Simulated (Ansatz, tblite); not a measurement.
# SiICl3: spin states and exact exchange

Aim: set other spin states of SiICl3 against its singlet, on many levels of theory.

Computed with Ansatz 0.2.0, Gaussian basis. Level: as each input shows.

Levels to be run: triplet, at the geometry of the singlet (GFN1-xTB, GFN2-xTB, PBE0-D4/def2-TZVP, PBE-D4/def2-TZVP, r2SCAN-D4/def2-TZVP); the singlet's energies come from earlier runs.

4 further runs of the same task are left out: 1 that didn't finish, 3 set aside as unsound or not needed.

### 1 The geometry

The singlet was relaxed beforehand with PBE-D4/def2-SVP.

5 atoms, charge 0, spin multiplicity 1.

Bond lengths: Si1–I2 2.439 Å, Si1–Cl3 2.058 Å, Si1–Cl4 2.058 Å, Si1–Cl5 2.058 Å. Angles: I2–Si1–Cl3 110.1°, I2–Si1–Cl4 110.1°, I2–Si1–Cl5 110.1°, Cl3–Si1–Cl4 108.9°, Cl3–Si1–Cl5 108.9°, Cl4–Si1–Cl5 108.9°.

I takes a core potential in the def2 sets. No spin-orbit coupling is included.

### 2 Triplet at the fixed geometry, GFN1-xTB

Tight binding, by tblite at 300 K electronic temperature and without a spin-polarisation term:

```python
tblite.interface.Calculator('GFN1-xTB', numbers, positions, charge=0, uhf=2).singlepoint()
```

Energy -505.6741 eV; 0.007 s.

### 3 Triplet at the fixed geometry, GFN2-xTB

Tight binding, by tblite at 300 K electronic temperature and without a spin-polarisation term:

```python
tblite.interface.Calculator('GFN2-xTB', numbers, positions, charge=0, uhf=2).singlepoint()
```

Energy -520.7154 eV; 0.012 s.

### 4 Triplet at the fixed geometry, PBE0-D4/def2-TZVP

Contents of in.yaml:

```yaml
crystal:
  periodic: [false, false, false]
  atoms:
    - {symbol: Si, position_ang: [-0.000351, 0.000511, -0.064423]}
    - {symbol: I, position_ang: [0.012373, -0.018978, 2.374926]}
    - {symbol: Cl, position_ang: [1.929309, 0.010757, -0.780122]}
    - {symbol: Cl, position_ang: [-0.974574, 1.678113, -0.751801]}
    - {symbol: Cl, position_ang: [-0.966758, -1.670403, -0.778580]}
basis:
  gaussian: {orbitals: def2-TZVP}
magnetization: {spin_polarized: true, initial_magnetization: 2}
hamiltonian: {xc: pbe0, dispersion: d4}
scf: {omitted_lower_state_checks: [starts]}
output: {orbitals: {seedname: orbitals}}
```

Run with:

```console
> ansatz run in.yaml --threads 2 --pin off --events-out ev --progress --plain --max-ram 22528MiB --backend cpu
```

The program printed:

```text
Functional definition: PBE0
  name "PBE0"
  cite "Adamo & Barone, J. Chem. Phys. 110, 6158 (1999) doi:10.1063/1.478522"
  cite "Perdew, Burke & Ernzerhof, Phys. Rev. Lett. 77, 3865 (1996) doi:10.1103/PhysRevLett.77.3865"
  parent pbe
  parameter a = 0.25
  parameter kappa = 0.804
  parameter beta = 0.06672455060314922
  exchange = (1 - a)*pbe_x(kappa = kappa, mu = beta*pi^2/3) + a*exact_x
  correlation = pbe_c(beta = beta)
these checks for a lower state are left out or cut short: starts
1490 factors; their error is unknown
mean field evaluation 1: about -53531.2200 eV, gradient 1.6e1 eV
mean field evaluation 2: about -53524.0772 eV, gradient 3.4e1 eV
mean field evaluation 4: about -53532.9759 eV, gradient 2.6e0 eV
mean field evaluation 8: about -53533.0449 eV, gradient 1.4e-1 eV
mean field evaluation 16: about -53533.4639 eV, gradient 1.7e-3 eV
mean field -53533.46388593 eV, -1967.3185115228 hartree, gradient 8.3e-6 eV, S^2 2.004714; 0 other end points of the search recorded, 0 dependent functions left out
reference -53533.46391607 eV, -1967.3185126305 hartree; 46, 44 occupied and 152, 154 virtual orbitals, 1490 factors
Total energy: -53533.72390061 eV, -1967.3280668862 hartree
Checks for a lower state left out: starts
```

It took 22 s on 2 threads of AMD EPYC 7R13, shared host; peak memory 1.4 GiB.

From the report: HOMO -3.77 eV, LUMO -6.80 eV (over both spins; with the spin held, an empty level of the minority spin lies below the top filled one); ⟨S²⟩ 2.005 (pure: 2.00).

### 5 Triplet at the fixed geometry, PBE-D4/def2-TZVP

start.molden holds the orbitals of an earlier run on this state, given as this run's starting guess.

in.yaml: that of step 4 with these lines changed.

```diff
@@ -9,5 +9,5 @@
 basis:
-  gaussian: {orbitals: def2-TZVP}
+  gaussian: {orbitals: def2-TZVP, initial_orbitals: start.molden}
 magnetization: {spin_polarized: true, initial_magnetization: 2}
-hamiltonian: {xc: pbe0, dispersion: d4}
+hamiltonian: {xc: pbe, dispersion: d4}
 scf: {omitted_lower_state_checks: [starts]}
```

Launched as before.

The program printed:

```text
Functional definition: PBE
  name "PBE"
  cite "Perdew, Burke & Ernzerhof, Phys. Rev. Lett. 77, 3865 (1996) doi:10.1103/PhysRevLett.77.3865"
  parent pbe
  parameter kappa = 0.804
  parameter beta = 0.06672455060314922
  exchange = pbe_x(kappa = kappa, mu = beta*pi^2/3)
  correlation = pbe_c(beta = beta)
these checks for a lower state are left out or cut short: starts
1387 factors; their error is unknown
mean field evaluation 1: about -53529.0935 eV, gradient 1.1e1 eV
mean field evaluation 2: about -53529.2735 eV, gradient 4.9e-1 eV
mean field evaluation 4: about -53529.2786 eV, gradient 2.3e-1 eV
mean field evaluation 8: about -53529.2790 eV, gradient 3.5e-4 eV
mean field evaluation 16: about -53529.2790 eV, gradient 1.7e-5 eV
mean field -53529.27901751 eV, -1967.1647204450 hartree, gradient 6.4e-6 eV, S^2 2.002364; 0 other end points of the search recorded, 0 dependent functions left out
reference -53529.27905736 eV, -1967.1647219093 hartree; 46, 44 occupied and 152, 154 virtual orbitals, 1387 factors
Total energy: -53529.57876899 eV, -1967.1757361086 hartree
Checks for a lower state left out: starts
```

It took 11 s on 2 threads of AMD EPYC 7R13, shared host; peak memory 0.56 GiB.

From the report: HOMO -2.86 eV, LUMO -7.44 eV (over both spins; with the spin held, an empty level of the minority spin lies below the top filled one); ⟨S²⟩ 2.002 (pure: 2.00).

### 6 Triplet at the fixed geometry, r2SCAN-D4/def2-TZVP

in.yaml: that of step 5 with these lines changed.

```diff
@@ -11,3 +11,3 @@
 magnetization: {spin_polarized: true, initial_magnetization: 2}
-hamiltonian: {xc: pbe, dispersion: d4}
+hamiltonian: {xc: r2scan, dispersion: d4}
 scf: {omitted_lower_state_checks: [starts]}
```

The command is unchanged.

The program printed, cut to the lines that bear on the results:

```text
Functional definition: r2SCAN
  name "r2SCAN"
  cite "Furness, Kaplan, Ning, Perdew & Sun, J. Phys. Chem. Lett. 11, 8208 (2020) doi:10.1021/acs.jpclett.0c02405"
  cite "Furness, Kaplan, Ning, Perdew & Sun, J. Phys. Chem. Lett. 11, 9248 (2020) doi:10.1021/acs.jpclett.0c03077"
  parent r2scan
[...]
1387 factors; their error is unknown
[...]
mean field -53548.83987732 eV, -1967.8835687843 hartree, gradient 8.4e-6 eV, S^2 2.006485; 0 other end points of the search recorded, 0 dependent functions left out
reference -53548.83988969 eV, -1967.8835692390 hartree; 46, 44 occupied and 152, 154 virtual orbitals, 1387 factors
Total energy: -53548.90413408 eV, -1967.8859301765 hartree
Checks for a lower state left out: starts
```

Run time: 70 s. Hardware: 2 threads of AMD EPYC 7R13, shared host; peak memory 0.62 GiB.

Report: HOMO -3.06 eV, LUMO -7.41 eV (over both spins; with the spin held, an empty level of the minority spin lies below the top filled one); ⟨S²⟩ 2.006 (pure: 2.00).

### 7 Triplet less singlet, vertical

The singlet's energies are those of its earlier runs, whose logs aren't repeated here.

```
              level  triplet less singlet, vertical (kJ/mol)     time
           GFN1-xTB                                   +632.2  0.016 s
           GFN2-xTB                                   +570.3  0.019 s
   PBE-D4/def2-TZVP                                   +439.2     13 s
r2SCAN-D4/def2-TZVP                                   +458.1     76 s
  PBE0-D4/def2-TZVP                                   +462.7     26 s
```

Times add the two runs; a level without a time comes out of a correlated run. Tight binding without a spin term can't rank spin states.

### 8 What came out

| quantity | value |
| --- | --- |
| triplet less singlet, vertical, functionals in def2-TZVP | +439.2 (PBE-D4) to +462.7 kJ/mol (PBE0-D4) |

All functionals put the triplet above the singlet, over a spread of 23.4 kJ/mol. The checks for a lower triplet were left out, so another state of that spin may lie lower. These are electronic energies, without zero-point motion, entropy or surroundings.
